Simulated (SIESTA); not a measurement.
Crystal: Ti2C.

```xyz
12
Lattice="0.0000 4.3125 4.3125 4.3125 0.0000 4.3125 4.3125 4.3125 0.0000" Properties=species:S:1:pos:R:3 pbc="T T T"
Ti    5.3383    7.5992    5.3383
Ti    5.4429    5.4429    3.1821
Ti    3.1821    5.4429    5.4429
Ti    3.1821    3.1821    3.1821
Ti    5.4429    3.1821    5.4429
Ti    5.3383    5.3383    7.5992
Ti    7.5992    7.5992    7.5992
Ti    7.5992    5.3383    5.3383
C     3.2344    1.0781    3.2344
C     3.2344    3.2344    1.0781
C     1.0781    3.2344    3.2344
C     1.0781    1.0781    1.0781
```

The cell comes from a database or a generator and needn't be the stable form of this composition.

* Program: SIESTA 5.4.2
* Task: single point
* Functional: PBEsol
* Potentials or basis: PseudoDojo 0.4 standard (PBEsol files)
* Basis: DZP (energy shift 0.003 Ry; two zetas on semicore shells)
* Grid cutoff: 800 Ry
* Energy shift: 0.003 Ry
* k mesh: 6 × 6 × 6
* Occupations: fermi-dirac, width 0.05 eV
* Spin: no spin polarisation

On this cell: pressure -3.7 GPa; largest force 0.061 eV/Å; band gap on the k mesh none (metal or under the smearing width).

The same run follows on a disturbed copy (atoms moved at random, drawn with an rms of 0.05 Å):

```
CELL_PARAMETERS angstrom
0.00000 4.31250 4.31250
4.31250 0.00000 4.31250
4.31250 4.31250 0.00000
ATOMIC_POSITIONS crystal
Ti 0.89038 0.35807 0.87532
Ti 0.37087 0.36332 0.89059
Ti 0.89259 0.36407 0.38113
Ti 0.36334 0.36390 0.37941
Ti 0.37010 0.90168 0.36317
Ti 0.88531 0.87971 0.36173
Ti 0.87982 0.87505 0.88078
Ti 0.35777 0.88467 0.87890
C 0.13370 0.61765 0.11968
C 0.11157 0.12820 0.63594
C 0.61916 0.13187 0.12709
C 0.12826 0.12255 0.12761
```

Problem. What does the disturbed cell give?

Solution. The energy (extrapolated to zero smearing) moves by +19.6 meV/atom; pressure -3.8 GPa; largest force 1.295 eV/Å; band gap on the k mesh none (metal or under the smearing width).

Forces in eV/Å, atoms in the order of the input:
```
Ti   0.822  0.038 -0.850
Ti   0.497  0.126  0.209
Ti  -0.349 -0.859  0.392
Ti  -0.174 -0.308  0.550
Ti   0.061  0.628 -0.646
Ti  -0.540 -0.664 -0.094
Ti   0.716  0.478  0.215
Ti  -0.150  0.091 -0.456
C    0.766 -0.176 -0.019
C   -1.172  0.386  0.393
C   -0.595  0.615  0.417
C    0.120 -0.354 -0.111
```

Stress tensor (GPa, compression positive):
```
-4.74 -0.76  0.32
-0.76 -3.04 -0.14
 0.32 -0.14 -3.55
```

Caveats: the basis of atomic orbitals isn't converged, which shifts pressures, moduli and gaps.
